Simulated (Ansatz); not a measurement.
# Relaxation of HfSiSe4, part 2 of 2

Wanted: the geometry at rest of HfSiSe4 (a borrowed structure type, volume estimated), relaxing cell and atoms, and its electronic structure there.

Ansatz 0.2.0; DFT, r2SCAN, no spin polarisation, plane waves, PAW. Relaxing cell and atoms.

## Step 3: More of the same log

Output, continued:

```text
SCF iter   2: F=-76579.384469 eV  HF=-76579.384471 eV  |F-HF|=2.25e-6  |Δ(HF+E_count)|=   1.22e-5  Δρ=5.32e-5  dr2=8.02e-6  dr2_τ=8.46e-7  ethr=3.83e-8  ⟨swp⟩=2.0  Hψ=2968  notcnv=0
SCF iter   3: F=-76579.384412 eV  HF=-76579.384413 eV  |F-HF|=8.25e-7  |Δ(HF+E_count)|=   5.82e-5  Δρ=2.37e-5  dr2=1.75e-6  dr2_τ=1.43e-7  ethr=4.26e-9  ⟨swp⟩=2.0  Hψ=3500  notcnv=0
SCF iter   4: F=-76579.384413 eV  HF=-76579.384413 eV  |F-HF|=1.14e-7  |Δ(HF+E_count)|=   5.25e-8  Δρ=9.02e-6  dr2=2.25e-7  dr2_τ=1.53e-8  ethr=9.30e-10  ⟨swp⟩=2.0  Hψ=3717  notcnv=0
SCF iter   5: F=-76579.384413 eV  HF=-76579.384413 eV  |F-HF|=7.52e-9  |Δ(HF+E_count)|=   2.14e-8  Δρ=3.08e-6  dr2=1.54e-8  dr2_τ=1.08e-9  ethr=1.75e-11  ⟨swp⟩=11.0  Hψ=16648  notcnv=0
SCF 6 converged in 5 iterations: F = -76579.384413 eV  dr2 = 1.54e-8
relax step   6: F+E_penalty+E_count = -76579.38441296 eV  Δ(F+E_penalty+E_count) = -1.096e-4 eV  max|allowed force component| = 9.334e-4 eV/Å  Δτ_max = 0.0005 Å  P = +0.009 GPa  Ω = 294.744 Å³  energy of the carried Pulay correction = -1.637e-3 eV  (5 SCF iters, dr2 threshold 3.29e-8 eV, accepted)
Initial wavefunctions: pseudopotential atomic-orbital guess (no wavefunctions were taken with the density)
iter 1 solved again at ethr=3.14e-7 eV; its pass at ethr=3.10e-3 eV (dr2=5.90e-4 eV) is discarded
SCF iter   1: F=-76579.386273 eV  HF=-76579.379694 eV  |F-HF|=6.58e-3  |Δ(HF+E_count)|=         —  Δρ=4.18e-4  dr2=1.02e-5  dr2_τ=4.34e-6  ethr=3.14e-7  ⟨swp⟩=3.1  Hψ=12415  notcnv=0
SCF iter   2: F=-76579.386235 eV  HF=-76579.385167 eV  |F-HF|=1.07e-3  |Δ(HF+E_count)|=   5.47e-3  Δρ=2.11e-4  dr2=2.64e-6  dr2_τ=4.68e-5  ethr=5.42e-9  ⟨swp⟩=2.9  Hψ=3791  notcnv=0
SCF iter   3: F=-76579.386238 eV  HF=-76579.386208 eV  |F-HF|=2.95e-5  |Δ(HF+E_count)|=   1.04e-3  Δρ=3.45e-5  dr2=1.28e-7  dr2_τ=1.25e-6  ethr=1.41e-9  ⟨swp⟩=2.0  Hψ=3015  notcnv=0
SCF iter   4: F=-76579.386238 eV  HF=-76579.386238 eV  |F-HF|=2.80e-7  |Δ(HF+E_count)|=   2.97e-5  Δρ=4.50e-6  dr2=3.62e-8  dr2_τ=1.16e-8  ethr=6.79e-11  ⟨swp⟩=3.0  Hψ=3978  notcnv=0
SCF iter   5: F=-76579.386238 eV  HF=-76579.386238 eV  |F-HF|=5.05e-9  |Δ(HF+E_count)|=   2.97e-7  Δρ=1.21e-6  dr2=4.08e-9  dr2_τ=7.87e-10  ethr=1.93e-11  ⟨swp⟩=2.0  Hψ=2970  notcnv=0
SCF iter   6: F=-76579.386238 eV  HF=-76579.386238 eV  |F-HF|=1.11e-9  |Δ(HF+E_count)|=   5.68e-9  Δρ=4.93e-7  dr2=9.22e-10  dr2_τ=2.93e-11  ethr=2.17e-12  ⟨swp⟩=2.0  Hψ=3726  notcnv=0
SCF iter   7: F=-76579.386238 eV  HF=-76579.386238 eV  |F-HF|=2.91e-11  |Δ(HF+E_count)|=   1.38e-9  Δρ=1.13e-7  dr2=5.48e-11  dr2_τ=2.91e-12  ethr=1.00e-12  ⟨swp⟩=5.1  Hψ=10286  notcnv=0
SCF 7 converged in 7 iterations: F = -76579.386238 eV  dr2 = 5.48e-11
relax step   7: F+E_penalty+E_count = -76579.38623814 eV  Δ(F+E_penalty+E_count) = -1.825e-3 eV  max|allowed force component| = 9.037e-4 eV/Å  Δτ_max = 0.0000 Å  P = +0.011 GPa  Ω = 294.744 Å³  stress off target by 1.83e-2 GPa  SCF on the basis re-selected at this cell (its energy is not comparable with the rows above)  (7 SCF iters)
basis re-selected at this cell: Δ(F+E_penalty+E_count) = -1.825e-3 eV, ΔP = +0.003 GPa vs the last step (what re-selecting the basis moved, of the pressure what is left beyond the Pulay correction that the steps carried, after the strain that the cell walked since its last selection, with what the two solves' SCF thresholds leave and, on support functions, any second-order correction that the steps lacked; it is no measure of the basis error at this ecutwfc). This SCF's stress stands 1.83e-2 GPa from its target on what of the cell is left free (relax.cell.stress_tol is 5.00e-2 GPa) and its largest allowed force component is 9.04e-4 eV/Å (relax.f_tol is 1.00e-2 eV/Å): within both
SCF converged after 7 iterations
Free energy (F): -76579.386238 eV
Harris-Foulkes:  -76579.386238 eV  (|F-HF|=2.91e-11)
Internal energy: -76579.385882 eV  (E = F + TS)
E sigma→0 (E₀):  -76579.386060 eV
Entropy (-TS):   -0.000356 eV (-0.030 meV/atom)
Fermi energy:    9.142787 eV
--- Per-component energies (eV) ---
  E_band       = -3621.150167
  E_kinetic    = 1877.514606
  E_local      = -36316.928228  (includes V_loc(G=0)·N_el)
  E_nonlocal   = -7215.938615
  E_hartree    = 17493.171203
  E_xc         = -1457.740719
  E_vxc        = -1533.910799  (∫ρ·V_xc dr)
  E_paw        = -30336.315113  (= ΣΔE_a)
  E_vpaw       = 4507.748375  (= ΣTr[D̂ρ^β])
  E_aug_tail   = -0.001648  (compensation charges beyond the density's cutoff)
  E_vtau       = 74.023604  (kinetic-family band-sum trace: ∫τ·v_τ [+ j·A + Jᵃ·Aᵃ] dr)
  E_ewald      = -20609.519383
  E_core_change = -13.627984  (= ΣΔE_core)
  E_smearing   = -0.000356  (= −TS)
  E_closure    = -0.000000  (closes the sum)
  Σ components = -76579.386238   (vs F -76579.386238, Δ=0.00e0)
--- Forces (eV/Å), atoms counted from 1 ---
  atom   1  Hf    -0.00000000     0.00000000     0.00000000
  atom   2  Hf     0.00000000    -0.00000000     0.00000000
  atom   3  Si     0.00000000     0.00000000     0.00000000
  atom   4  Si     0.00000000     0.00000000     0.00000000
  atom   5  Se     0.00000000    -0.00090373     0.00043924
  atom   6  Se     0.00090373     0.00000000     0.00043924
  atom   7  Se     0.00000000     0.00090373     0.00043924
  atom   8  Se    -0.00090373    -0.00000000     0.00043924
  atom   9  Se     0.00000000     0.00090373    -0.00043924
  atom  10  Se     0.00090373     0.00000000    -0.00043924
  atom  11  Se     0.00000000    -0.00090373    -0.00043924
  atom  12  Se    -0.00090373     0.00000000    -0.00043924
  max |Σ_I F_I| component: 1.95e-18 eV/Å
--- Stress (GPa, compression-positive) ---
        0.007810       0.000000       0.000000
        0.000000       0.007810       0.000000
        0.000000       0.000000       0.018269
  P = ⅓ Tr σ = 0.0113 GPa (0.113 kbar)
--- Band table (eV; the first three rows and the last of 18) ---
  k-point 0: bands = ["-56.1220", "-56.1219", "-39.5408", "-39.5398", "-39.5392", "-39.5392", "-39.5339", "-39.5337", "-39.5325", "-39.5325", "-39.5154", "-39.5152", "-39.5147", "-39.5145", "-39.5123", "-39.5123", "-39.5121", "-39.5121", "-39.4497", "-39.4497", "-39.4495", "-39.4491", "-39.4470", "-39.4470", "-39.4467", "-39.4464", "-39.3638", "-39.3638", "-39.3637", "-39.3637", "-39.3637", "-39.3634", "-39.3626", "-39.3626", "-39.3605", "-39.3604", "-39.3598", "-39.3597", "-39.3591", "-39.3591", "-39.3582", "-39.3582", "-24.1020", "-24.1020", "-24.0925", "-24.0925", "-23.9863", "-23.9845", "-6.6104", "-5.5019", "-5.1564", "-4.8190", "-4.8190", "-4.7696", "-4.6126", "-4.6126", "-4.5719", "-4.5719", "-4.5568", "-4.5567", "-4.5561", "-4.5481", "-4.5481", "-4.5421", "-4.5332", "-4.5271", "-4.5078", "-4.5078", "-3.8536", "-3.8536", "-0.4080", "1.6544", "2.5591", "3.0172", "3.1016", "3.1016", "4.0905", "4.6663", "4.7781", "5.1248", "5.1248", "5.4282", "6.1557", "6.1557", "6.4327", "6.4327", "7.4700", "7.4865", "7.4865", "7.8395", "7.8395", "7.9587", "8.0337", "8.2879", "9.5993", "10.3968", "10.6141", "10.8749", "10.8749", "11.0761", "11.2145", "11.7474", "11.9604", "11.9604", "12.4945", "13.7177", "13.7177", "13.8144", "13.9192", "13.9192", "13.9227", "14.6471", "14.8513"]
  k-point 1: bands = ["-56.1220", "-56.1219", "-39.5407", "-39.5398", "-39.5394", "-39.5393", "-39.5337", "-39.5336", "-39.5326", "-39.5326", "-39.5153", "-39.5152", "-39.5148", "-39.5146", "-39.5122", "-39.5122", "-39.5121", "-39.5121", "-39.4497", "-39.4496", "-39.4495", "-39.4491", "-39.4469", "-39.4469", "-39.4467", "-39.4464", "-39.3639", "-39.3639", "-39.3638", "-39.3637", "-39.3634", "-39.3634", "-39.3627", "-39.3627", "-39.3605", "-39.3604", "-39.3599", "-39.3598", "-39.3589", "-39.3589", "-39.3583", "-39.3583", "-24.1011", "-24.1011", "-24.0935", "-24.0934", "-23.9861", "-23.9847", "-6.5214", "-5.6296", "-5.1498", "-4.9508", "-4.7644", "-4.6353", "-4.6105", "-4.6053", "-4.5746", "-4.5724", "-4.5572", "-4.5568", "-4.5567", "-4.5553", "-4.5508", "-4.5464", "-4.5312", "-4.5271", "-4.5007", "-4.4712", "-3.9768", "-3.9160", "-0.1432", "1.6335", "2.6753", "2.8217", "3.1518", "3.5958", "4.0866", "4.5079", "4.6326", "4.8041", "5.4960", "5.4972", "6.0353", "6.0674", "6.3327", "6.4785", "7.1040", "7.2116", "7.4915", "7.5669", "7.5968", "7.8765", "8.0425", "8.0736", "10.0250", "10.3083", "10.8382", "10.9166", "11.0189", "11.0667", "11.3090", "12.0896", "12.1068", "12.2418", "12.8502", "13.5906", "13.7250", "13.7764", "13.8651", "13.9975", "14.3233", "14.8095", "14.9387"]
  k-point 2: bands = ["-56.1220", "-56.1219", "-39.5403", "-39.5398", "-39.5397", "-39.5395", "-39.5334", "-39.5332", "-39.5329", "-39.5328", "-39.5152", "-39.5151", "-39.5149", "-39.5149", "-39.5121", "-39.5121", "-39.5121", "-39.5120", "-39.4496", "-39.4496", "-39.4495", "-39.4493", "-39.4469", "-39.4468", "-39.4468", "-39.4466", "-39.3639", "-39.3639", "-39.3638", "-39.3637", "-39.3632", "-39.3631", "-39.3629", "-39.3629", "-39.3604", "-39.3603", "-39.3602", "-39.3601", "-39.3587", "-39.3586", "-39.3584", "-39.3584", "-24.0988", "-24.0987", "-24.0959", "-24.0958", "-23.9856", "-23.9850", "-6.2746", "-5.9368", "-5.1226", "-5.0597", "-4.6518", "-4.6067", "-4.5874", "-4.5846", "-4.5841", "-4.5798", "-4.5744", "-4.5654", "-4.5568", "-4.5568", "-4.5530", "-4.5499", "-4.5282", "-4.5273", "-4.4368", "-4.2964", "-4.2327", "-4.0814", "0.4970", "1.2100", "2.9618", "3.1818", "3.2180", "3.9162", "4.0675", "4.2103", "4.2981", "5.0507", "5.1741", "5.8593", "5.9394", "5.9679", "6.0947", "6.3449", "6.5775", "6.8473", "7.2773", "7.5330", "7.5788", "7.7130", "7.7442", "7.7989", "10.2696", "10.4373", "10.6541", "11.0387", "11.1355", "11.2703", "11.8053", "12.5315", "12.8316", "12.9956", "13.0937", "13.2132", "13.7129", "13.8868", "14.2080", "14.2783", "14.4600", "14.8506", "14.9232"]
  k-point 17: bands = ["-56.1219", "-56.1219", "-39.5404", "-39.5402", "-39.5393", "-39.5392", "-39.5338", "-39.5336", "-39.5326", "-39.5325", "-39.5153", "-39.5153", "-39.5147", "-39.5146", "-39.5123", "-39.5122", "-39.5121", "-39.5121", "-39.4497", "-39.4497", "-39.4493", "-39.4493", "-39.4470", "-39.4469", "-39.4466", "-39.4466", "-39.3639", "-39.3638", "-39.3637", "-39.3637", "-39.3632", "-39.3631", "-39.3630", "-39.3630", "-39.3605", "-39.3604", "-39.3599", "-39.3597", "-39.3591", "-39.3589", "-39.3582", "-39.3582", "-24.1024", "-24.1015", "-24.0930", "-24.0921", "-23.9855", "-23.9853", "-6.1311", "-6.0225", "-5.0892", "-5.0344", "-4.8651", "-4.7662", "-4.6101", "-4.6057", "-4.5715", "-4.5708", "-4.5572", "-4.5568", "-4.5568", "-4.5504", "-4.5502", "-4.5477", "-4.5320", "-4.5313", "-4.5233", "-4.5102", "-3.8822", "-3.7968", "0.5432", "0.7729", "2.9789", "3.0383", "3.2941", "3.3563", "4.5149", "4.6474", "5.0567", "5.2938", "5.4570", "5.5291", "5.7950", "6.2016", "6.2630", "6.3857", "6.5298", "6.8049", "6.9893", "7.0997", "7.4798", "7.5229", "7.6208", "7.6982", "10.7005", "10.7956", "10.9414", "10.9897", "11.1341", "11.2276", "11.2851", "11.6050", "11.9629", "12.0879", "13.2451", "13.4128", "13.4774", "13.8596", "13.8929", "14.0906", "14.5360", "14.8101", "14.8540"]
--- Relaxed structure (6 steps of the walk, 6 accepted, 1 SCFs on fresh bases) ---
  F+E_penalty+E_count = -76579.38623814 eV   max|allowed force component| = 9.037e-4 eV/Å   (the final SCF, on the basis selected at the relaxed cell)
  cell:  # Å, volume = 294.7438 Å³
    - [-4.335735331893328, 4.335735331893328, 3.9197568306550004]
    - [4.335735331893328, -4.335735331893328, 3.9197568306550004]
    - [4.335735331893328, 4.335735331893328, -3.9197568306550004]
  atoms:
    - { symbol: Hf, position: [0.875, 0.12500000000000006, 0.75] }
    - { symbol: Hf, position: [0.12500000000000003, 0.875, 0.25] }
    - { symbol: Si, position: [0.375, 0.625, 0.75] }
    - { symbol: Si, position: [0.625, 0.375, 0.24999999999999997] }
    - { symbol: Se, position: [0.23591432711175087, 0.16914081920332227, 0.06677350790842858] }
    - { symbol: Se, position: [0.16914081920332225, 0.6023673112948937, 0.9332264920915715] }
    - { symbol: Se, position: [0.6023673112948937, 0.1691408192033223, 0.4332264920915715] }
    - { symbol: Se, position: [0.1691408192033222, 0.2359143271117508, 0.5667735079084286] }
    - { symbol: Se, position: [0.7640856728882492, 0.8308591807966779, 0.9332264920915715] }
    - { symbol: Se, position: [0.8308591807966778, 0.7640856728882492, 0.4332264920915715] }
    - { symbol: Se, position: [0.3976326887051064, 0.8308591807966779, 0.5667735079084286] }
    - { symbol: Se, position: [0.8308591807966778, 0.39763268870510626, 0.06677350790842854] }
--- Löwdin populations: 12 sites ---
  site symbol       q [e]
     0     Hf     25.2120
     1     Hf     25.2120
     2     Si      3.3805
     3     Si      3.3805
     4     Se     16.2632
     5     Se     16.2632
     6     Se     16.2632
     7     Se     16.2632
     8     Se     16.2632
     9     Se     16.2632
    10     Se     16.2632
    11     Se     16.2632
  spilling = 0.003773 (of n_electrons = 188.000000)
--- Bader charges: 12 sites ---
  site symbol  charge [e]  shift [e]
     0     Hf      2.1016     0.0009
     1     Hf      2.1016     0.0009
     2     Si      2.2190     0.0283
     3     Si      2.2190     0.0283
     4     Se     -1.0802     0.0073
     5     Se     -1.0802     0.0073
     6     Se     -1.0801     0.0073
     7     Se     -1.0801     0.0073
     8     Se     -1.0802     0.0073
     9     Se     -1.0802     0.0073
    10     Se     -1.0802     0.0073
    11     Se     -1.0802     0.0073
  estimated error of the sums over rays = 4.8e-4 e
```

Run time: 5.9 min. Hardware: 2 threads of Arm Neoverse V2, shared host; peak memory 1.7 GiB.

The steps of the relaxation:

```csv
step,energy from step 1 (eV/cell),largest force component (eV/Å),pressure (GPa),volume (Å³)
1,0.0000,3.3070,13.84,265.30
2,-3.1189,0.5749,3.59,282.94
3,-3.2245,0.5738,-1.40,302.23
4,-3.4020,0.0385,-0.06,295.35
5,-3.4031,0.0096,0.03,294.79
6,-3.4032,0.0009,0.01,294.74
7,-3.4051,0.0009,0.01,294.74
```

Step 1 is the start. Step 7 repeats the geometry before on a plane-wave basis chosen anew for that cell, so the energy can jump there without any move; the table keeps such jumps.

| input's cell | before | after | change |
| --- | --- | --- | --- |
| a (Å) | 7.026 | 7.277 | +3.6 % |
| b (Å) | 7.026 | 7.277 | +3.6 % |
| c (Å) | 7.026 | 7.277 | +3.6 % |
| α (°) | 106.95 | 106.86 | -0.09° |
| β (°) | 106.95 | 106.86 | -0.09° |
| γ (°) | 114.64 | 114.82 | +0.19° |
| volume (Å³/atom) | 22.11 | 24.56 | +11.1 % |

The largest move, 0.20 Å, apart from the change of the cell, is shared by several atoms, Se11 among them.

## Step 4: States by energy

States per cell by energy window, from dos.tsv and pdos.tsv (tetrahedra; eV from the Fermi level):

| from | to | total | Hf d | Se s | Se p | Si p |
| --- | --- | --- | --- | --- | --- | --- |
| -9.0 | -8.0 | 2.55 | 0.08 | 0.36 | 1.26 | 0.04 |
| -8.0 | -7.0 | 1.22 | 0.03 | 0.24 | 0.55 | 0.02 |
| -7.0 | -6.0 | 3.88 | 0.18 | 0.15 | 2.68 | 0.53 |
| -6.0 | -5.0 | 4.41 | 0.39 | 0.11 | 2.97 | 0.72 |
| -5.0 | -4.0 | 7.47 | 0.78 | 0.22 | 5.44 | 0.69 |
| -4.0 | -3.0 | 8.49 | 1.29 | 0.19 | 6.04 | 0.65 |
| -3.0 | -2.0 | 9.12 | 1.31 | 0.14 | 7.01 | 0.42 |
| -2.0 | -1.0 | 9.71 | 0.65 | 0.08 | 8.61 | 0.15 |
| -1.0 | 0.0 | 0.92 | 0.01 | 0.00 | 0.90 | 0.00 |
| 0.0 | 1.0 | 0.12 | 0.03 | 0.01 | 0.03 | 0.01 |
| 1.0 | 2.0 | 8.02 | 4.70 | 0.54 | 1.17 | 0.67 |
| 2.0 | 3.0 | 7.50 | 3.94 | 0.51 | 1.37 | 0.83 |
| 3.0 | 4.0 | 6.20 | 2.05 | 0.29 | 1.67 | 0.94 |

On the mesh the valence top lies at -0.67 eV and the conduction bottom at 0.46 eV on this scale.

## Step 5: Atomic charges

By element, from the tables in the log (a charge is positive for electrons lost): Löwdin charges also hold the electrons that the projection spills.

```csv
element,atoms,Bader charge (e),Bader volume (Å³),Löwdin charge (e)
Hf,2,+2.10,13.3,+0.79
Si,2,+2.22,9.2,+0.62
Se,8,-1.08,31.2,-0.26
```

Löwdin charges rest on a small set of atomic orbitals that misses 0.4 % of the electrons, so they need not add up to the cell's charge and can differ from Bader's even in sign.

## Step 6: Real-space fields

Maps in the plane spanned by a and b at height 0.750 along c (axes of the input's cell), one cell: a runs left to right (22 points from zero), b bottom to top (22 points), 115° apart. Inside the augmentation spheres the fields are the smooth ones.

Valence density. Ten steps from '0' (0.01 e/Å³) to '9' (32.60 e/Å³), finer at the low end (step k begins (100^(k/10) - 1)/99 of the way up):
```
0000000000111100111100
0000000001111100000000
0000000001111000110000
0000000011111011110000
0000000011111111110000
0000000111111111100000
0000001110111111000000
0000111100111110000000
0011111000111000000000
0111111111100000000000
1111111111000000000000
1111111111000000000000
1110011110000000000000
1000111110000000000000
1000111100000000000001
1101111000000000000122
3101110000000000002465
4100000000000000025887
3100000000000000148997
1000000000000000268985
0000000000000001257752
0000000000011111134310
```

ELF. Ten even steps from '0' (0.01) to '9' (0.84):
```
0000000379988741111000
0000001588876411232100
0000001578763114675200
0000001578742136885200
0000002588743368986100
0011124676556678985100
0355556522378889983000
5787787253488888851001
8988886232576676410005
9987775345643332000027
9876445787421000000037
8863236886310000000037
8741136886300000000137
5411367887300000000124
1114688986200000000011
1126899984000000000123
4137888851000000002788
6125565310000000028999
5012211000000110179999
2000000000233321289998
0000000015777741389983
0000000058998851146520
```

Atoms within 0.2 Å of the plane, in fractions of a and b: Hf at (0.88, 0.13), Si at (0.38, 0.62).

Scans along the contacts give these minima of the density:

| contact | length (Å) | minimum at (fraction) | density (e/Å³) | ELF |
| --- | --- | --- | --- | --- |
| Si3–Se6 | 2.265 | none clear | – | – |
| Hf1–Se5 | 2.769 | 0.47 | 0.317 | 0.30 |

## Step 7: Outcome

This closing draws on all 2 parts.

```
                                      quantity                                                                         value
                                         moves                                                                             5
                                 energy gained                                                                283.6 meV/atom
                                  largest move                                                                   0.20 Å (Se)
          space group (0.01 Å), before / after                                                           I4_1/amd / I4_1/amd
                                          cell  a = 7.277 Å, b = 7.277 Å, c = 7.277 Å, α = 106.86°, β = 106.86°, γ = 114.82°
                                        volume                                                       24.56 Å³/atom (+11.1 %)
                           pressure at the end                                                                      0.01 GPa
formation energy (elements from separate runs)                                                                 -0.84 eV/atom
                                    gap (mesh)                                                             1.13 eV, indirect
                              least direct gap                                                                       1.31 eV
                                 Bader charges                                                Hf +2.10, Si +2.22, Se -1.08 e
```

The volume grew by 11.1 %, and the largest move of an atom is 0.20 Å apart from the change of the cell; the energy fell by 283.6 meV per atom. The run held to 16 symmetry operations, so a lower structure without them is not ruled out. There is a gap of 1.13 eV, with the least direct gap at 1.31 eV; within 0.7 eV of the edges the states project mainly on Se p (96 %) below and Hf d (54 %) and Se p (17 %) above. A semilocal functional usually gives too small a gap. Si loses most charge (+2.22 e on average) and Se gains most (-1.08 e). Against the elements' reference phases (Hf hcp, Si diamond, Se trigonal (grey) selenium; separate runs with the same functional) the formation energy is -0.84 eV per atom, so it is bound against them, though other compounds may compete.
